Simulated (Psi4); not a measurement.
**doublet BCl2F+ at 3 levels**

Aim: a comparison of 3 runs (U-revPBE/6-311+G**, UPBE/6-311+G**, USVWN5/6-311+G**) of doublet BCl2F+. 

Program for the calculation: Psi4 1.11.

1 further run of the same task is left out (set aside as unsound or not needed).

### Step 1. The molecule

BCl2F+: 4 atoms, total charge +1, spin state doublet. SMILES of the parent species: `FB(Cl)Cl`. Geometry: relaxed at PBE0-D4/def2-TZVP. That shape belongs to the parent species and isn't relaxed for this state.

Bond lengths: F1–B2 1.310 Å, B2–Cl3 1.739 Å, B2–Cl4 1.739 Å. Angles: F1–B2–Cl3 119.3°, F1–B2–Cl4 119.3°, Cl3–B2–Cl4 121.5°.

### Step 2. Energy and gradient at U-revPBE/6-311+G(d,p) (run 1)

File input.json:

```json
{
 "schema_name": "qcschema_input",
 "schema_version": 1,
 "molecule": {
  "schema_name": "qcschema_molecule",
  "schema_version": 2,
  "symbols": ["F", "B", "Cl", "Cl"],
  "geometry": [0.21612798, -2.20213565, -1.47623515, 0.01494773, -0.15233082, -0.1021208, -2.92820622, 0.70634183, 1.0798273, 2.69713051, 1.64810574, 0.49852865],
  "molecular_charge": 1,
  "molecular_multiplicity": 2,
  "fix_symmetry": "c1"
 },
 "driver": "gradient",
 "model": {
  "method": "revpbe",
  "basis": "6-311+G**"
 },
 "keywords": {
  "reference": "uks",
  "puream": true,
  "e_convergence": 1e-09,
  "d_convergence": 1e-08,
  "scf_type": "pk",
  "dft_radial_points": 99,
  "dft_spherical_points": 590,
  "maxiter": 100,
  "scf_properties": ["DIPOLE", "QUADRUPOLE", "WIBERG_LOWDIN_INDICES"]
 }
}
```

The run is started by

```bash
$ psi4 --qcschema input.json -n 1 --memory 1600MB
```

stdout:

```text
[...]
  Running in c1 symmetry.
[...]
  Nuclear repulsion =  181.669072837694472
[...]
  Multiplicity = 2
[...]
  Nalpha       = 24
  Nbeta        = 23
[...]
    Number of basis functions: 104
[...]
   @UKS iter   1: -1044.57389963819332    3.33689e-01   4.60654e-03 DIIS/ADIIS
[...]
   @UKS iter  13: -1044.66104487621806   -2.50111e-12   6.86597e-09 DIIS
[...]
   @S^2 Observed:                7.518319083E-01
[...]
  @UKS Final Energy: -1044.66104487621806
   => Energetics <=
    Nuclear Repulsion Energy =            181.6690728376944719
    One-Electron Energy =               -1791.4262837094818224
    Two-Electron Energy =                 635.5866450632644273
    DFT Exchange-Correlation Energy =     -70.4904790676951762
    Empirical Dispersion Energy =           0.0000000000000000
    VV10 Nonlocal Energy =                  0.0000000000000000
    Total Energy =                      -1044.6610448762180567
[...]
 Multipole Moments:
 ------------------------------------------------------------------------------------
     Multipole            Electronic (a.u.)      Nuclear  (a.u.)        Total (a.u.)
 ------------------------------------------------------------------------------------
 L = 1.  Multiply by 2.5417464519 to convert [e a0] to [Debye]
 Dipole X            :          0.0323149           -0.0786930           -0.0463781
 Dipole Y            :         -0.3292660            0.8018151            0.4725492
 Dipole Z            :         -0.2207354            0.5375133            0.3167780
 Magnitude           :                                                    0.5707906
 L = 2.  Multiply by 1.3450342976 to convert [e a0^2] to [Debye ang]
 Quadrupole XX       :       -285.3859338          269.7771525          -15.6087813
 Quadrupole XY       :        -35.6342221           36.8832106            1.2489886
[...]
  -Total Gradient:
     Atom            X                  Y                   Z
    ------   -----------------  -----------------  -----------------
       1       -0.000019941466     0.000207327458     0.000139206597
       2       -0.001944602151     0.019816731105     0.013283785051
       3        0.006744326559    -0.009046113557    -0.007306101367
       4       -0.004779967837    -0.010976059631    -0.006115625523
[...]
```

The result, in JSON:

```text
{
 "driver": "gradient",
 "model": {
  "method": "revpbe",
  "basis": "6-311+G**"
 },
 "success": true,
 "return_result": [-1.9941466499494298e-05, 0.00020732745756185667, 0.00013920659667598922, -0.0019446021506534048, 0.019816731105043714, 0.013283785050513641, 0.006744326559301433, -0.00904611355728957, -0.007306101367362636, -0.004779967837172994, -0.010976059631467389, -0.006115625522603224],
 "properties": {
  "calcinfo_nbasis": 104,
  "calcinfo_nmo": 104,
  "calcinfo_nalpha": 24,
  "calcinfo_nbeta": 23,
  "calcinfo_natom": 4,
  "nuclear_repulsion_energy": 181.66907283769447,
  "return_energy": -1044.661044876218,
  "return_gradient": [-1.9941466499494298e-05, 0.00020732745756185667, 0.00013920659667598922, -0.0019446021506534048, 0.019816731105043714, 0.013283785050513641, 0.006744326559301433, -0.00904611355728957, -0.007306101367362636, -0.004779967837172994, -0.010976059631467389, -0.006115625522603224],
  "scf_one_electron_energy": -1791.4262837094818,
  "scf_two_electron_energy": 635.5866450632644,
  "scf_xc_energy": -70.49047906769518,
  "scf_dipole_moment": [-0.04637808405074395, 0.4725491787769509, 0.31677795623733995],
  "scf_total_energy": -1044.661044876218,
  "scf_total_gradient": [-1.9941466499494298e-05, 0.00020732745756185667, 0.00013920659667598922, -0.0019446021506534048, 0.019816731105043714, 0.013283785050513641, 0.006744326559301433, -0.00904611355728957, -0.007306101367362636, -0.004779967837172994, -0.010976059631467389, -0.006115625522603224],
  "scf_iterations": 13
 }
}
```

Wall time 17 s (1 thread of Intel Xeon 6975P-C (Granite Rapids), shared host); peak memory 0.68 GiB.

### Step 3. Energy and forces at UPBE/6-311+G(d,p) (run 2)

File bcl2f.py:

```python
import psi4

psi4.set_memory(1600000000)
psi4.set_num_threads(1)
psi4.set_output_file('psi4.out', False)

geom = psi4.geometry("""
1 2
F
B 1 1.31022
Cl 2 1.73877 1 119.25945
Cl 2 1.738768 1 119.25911 3 179.99951
symmetry c1
no_reorient
no_com
""")

psi4.set_options({
    'basis': '6-311+G**',
    'reference': 'uks',
    'puream': True,
    'e_convergence': 1e-09,
    'd_convergence': 1e-08,
    'scf_type': 'pk',
    'dft_radial_points': 99,
    'dft_spherical_points': 590,
    'maxiter': 100,
})

e_tot, wfn = psi4.gradient("pbe", molecule=geom, return_wfn=True)
psi4.oeprop(wfn, "WIBERG_LOWDIN_INDICES", "DIPOLE", "MULLIKEN_CHARGES")
print('gradient / Eh bohr^-1')
print(e_tot.np.round(6))
print(f'energy = {wfn.energy():.10f} Eh')
```

The run is started by

```bash
$ python bcl2f.py
```

psi4.out:

```text
[...]
  Running in c1 symmetry.
[...]
  Nuclear repulsion =  181.669089852411787
[...]
  Multiplicity = 2
[...]
  Nalpha       = 24
  Nbeta        = 23
[...]
    Number of basis functions: 104
[...]
   @UKS iter   1: -1044.27373237712368    3.41485e-01   4.65954e-03 ADIIS/DIIS
[...]
   @UKS iter  13: -1044.36355570266505   -3.41061e-12   5.65861e-09 DIIS
[...]
   @S^2 Observed:                7.517175359E-01
[...]
  @UKS Final Energy: -1044.36355570266505
   => Energetics <=
    Nuclear Repulsion Energy =            181.6690898524117870
    One-Electron Energy =               -1791.3806091806779932
    Two-Electron Energy =                 635.5216394585210082
    DFT Exchange-Correlation Energy =     -70.1736758329197983
    Empirical Dispersion Energy =           0.0000000000000000
    VV10 Nonlocal Energy =                  0.0000000000000000
    Total Energy =                      -1044.3635557026650531
[...]
  -Total Gradient:
     Atom            X                  Y                   Z
    ------   -----------------  -----------------  -----------------
       1        0.000000247723     0.000000392454    -0.004838185630
       2       -0.000000472982     0.000000496002     0.025343939501
       3        0.000000123889     0.002524933918    -0.010251279786
       4        0.000000102287    -0.002525822440    -0.010252077239
[...]
 Multipole Moments:
 ------------------------------------------------------------------------------------
     Multipole            Electronic (a.u.)      Nuclear  (a.u.)        Total (a.u.)
 ------------------------------------------------------------------------------------
 L = 1.  Multiply by 2.5417464519 to convert [e a0] to [Debye]
 Dipole X            :         -0.0000063            0.0000050           -0.0000012
 Dipole Y            :         -0.0000004            0.0000013            0.0000008
 Dipole Z            :         -0.3899558            0.9685145            0.5785587
 Magnitude           :                                                    0.5785587
[...]
  Mulliken Charges: (a.u.)
   Center  Symbol    Alpha    Beta     Spin     Total
       1     F     4.39557  4.32578  0.06979  0.27865
       2     B     2.57554  2.64260 -0.06706 -0.21814
       3    CL     8.51444  8.01581  0.49863  0.46974
       4    CL     8.51444  8.01581  0.49863  0.46974
   Total alpha = 24.00000, Total beta = 23.00000, Total charge =  1.00000
  Wiberg Bond Indices using Orthogonal Lowdin Orbitals:
  Total Bond Index:
  Irrep: 1 Size: 4 x 4
[...]
```

Standard output:

```text
gradient / Eh bohr^-1
[[ 0.        0.       -0.004838]
 [-0.        0.        0.025344]
 [ 0.        0.002525 -0.010251]
 [ 0.       -0.002526 -0.010252]]
energy = -1044.3635557027 Eh
```

It took 18 s on 1 thread of Intel Xeon 6975P-C (Granite Rapids), shared host; peak memory 0.61 GiB.

### Step 4. Energy and forces at USVWN5/6-311+G(d,p) (run 3)

File bcl2f.in:

```
memory 1600 MB

molecule mol {
  1 2
  F      0.114370    -1.165320    -0.781190
  B      0.007910    -0.080610    -0.054040
  Cl    -1.549540     0.373780     0.571420
  Cl     1.427260     0.872140     0.263810
  symmetry c1
}

set {
  basis 6-311+G**
  reference uks
  puream true
  e_convergence 1e-09
  d_convergence 1e-08
  scf_type pk
  dft_radial_points 99
  dft_spherical_points 590
  maxiter 100
}

result, w = gradient('scf', dft_functional={"name": "SVWN5", "x_functionals": {"LDA_X": {}}, "c_functionals": {"LDA_C_VWN": {}}}, return_wfn=True)
print_variables()
```

The run is started by

```bash
$ psi4 -i bcl2f.in -o bcl2f.out -n 1
```

bcl2f.out:

```text
[...]
  Running in c1 symmetry.
[...]
  Nuclear repulsion =  181.669072785720459
[...]
  Multiplicity = 2
[...]
  Nalpha       = 24
  Nbeta        = 23
[...]
    Number of basis functions: 104
[...]
   @UKS iter   1: -1040.92289923046701    3.48611e-01   4.51430e-03 ADIIS/DIIS
[...]
   @UKS iter  13: -1041.01209250704301   -3.41061e-12   4.32245e-09 DIIS
[...]
   @S^2 Observed:                7.511013215E-01
[...]
  @UKS Final Energy: -1041.01209250704301
   => Energetics <=
    Nuclear Repulsion Energy =            181.6690727857204593
    One-Electron Energy =               -1790.9490498795764779
    Two-Electron Energy =                 634.9580894759385501
    DFT Exchange-Correlation Energy =     -66.6902048891256811
    Empirical Dispersion Energy =           0.0000000000000000
    VV10 Nonlocal Energy =                  0.0000000000000000
    Total Energy =                      -1041.0120925070430076
[...]
 Multipole Moments:
 ------------------------------------------------------------------------------------
     Multipole            Electronic (a.u.)      Nuclear  (a.u.)        Total (a.u.)
 ------------------------------------------------------------------------------------
 L = 1.  Multiply by 2.5417464519 to convert [e a0] to [Debye]
 Dipole X            :          0.0305337           -0.0786930           -0.0481592
 Dipole Y            :         -0.3111190            0.8018151            0.4906961
 Dipole Z            :         -0.2085700            0.5375133            0.3289433
 Magnitude           :                                                    0.5927105
[...]
  -Total Gradient:
     Atom            X                  Y                   Z
    ------   -----------------  -----------------  -----------------
       1        0.001569416924    -0.015986832344    -0.010716782105
       2       -0.002410049527     0.024558552310     0.016462467921
       3       -0.005833316919    -0.005331329067    -0.002225655819
       4        0.006673717743    -0.003238030445    -0.003518445584
[...]
```

Wall time 14 s (1 thread of Intel Xeon 6975P-C (Granite Rapids), shared host); peak memory 0.56 GiB.

### Step 5. Overview of the runs

```tsv
run	level	energy (Eh)	HOMO energy (eV)	LUMO energy (eV)	⟨S²⟩	wall time
1	U-revPBE/6-311+G**	-1044.661045	-15.43	-14.89	0.752	17 s
2	UPBE/6-311+G**	-1044.363556	-15.47	-14.96	0.752	18 s
3	USVWN5/6-311+G**	-1041.012093	-15.58	-15.22	0.751	14 s
```

### Step 6. Results

```
                                 quantity           value
                      run 3: total energy  -1041.01209 Eh
run 3: HOMO energy (highest over α and β)       -15.58 eV
 run 3: LUMO energy (lowest over α and β)       -15.22 eV
                              run 3: ⟨S²⟩           0.751
          run 3: largest force on an atom      1.525 eV/Å
```

What this shows: Totals of different functionals can't be ranked against each other. All runs together took 49 s, the longest 18 s.
